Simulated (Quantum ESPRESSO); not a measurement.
Crystal: Ti.

```xyz
1
Lattice="0.0000 2.2030 2.2030 2.2030 0.0000 2.2030 2.2030 2.2030 0.0000" Properties=species:S:1:pos:R:3 pbc="T T T"
Ti    0.0000    0.0000    0.0000
```

The cell was built by a generator and needn't be a form met in nature.

Base run:

* Program: Quantum ESPRESSO 7.5
* Functional: LDA
* Potentials or basis: GBRV 1.5 LDA
* Cutoff: 612 eV
* Density cutoff: 4898 eV
* k mesh: 16 × 16 × 16
* Occupations: methfessel-paxton, width 0.1 eV
* Spin: no spin polarisation

Its results: band gap on the k mesh none (metal or under the smearing width); pressure -21.1 GPa.

**Question.** The run is repeated on the same cell with these changes: functional from LDA to PBEsol; potentials or basis from GBRV 1.5 LDA to GBRV 1.5 PBEsol. What comes out?

**Answer.** Band gap on the k mesh none (metal or under the smearing width); pressure -18.4 GPa.

Caveats: so large a pressure means that the cell lies far from this level's equilibrium, or that cutoff or potentials fall short.
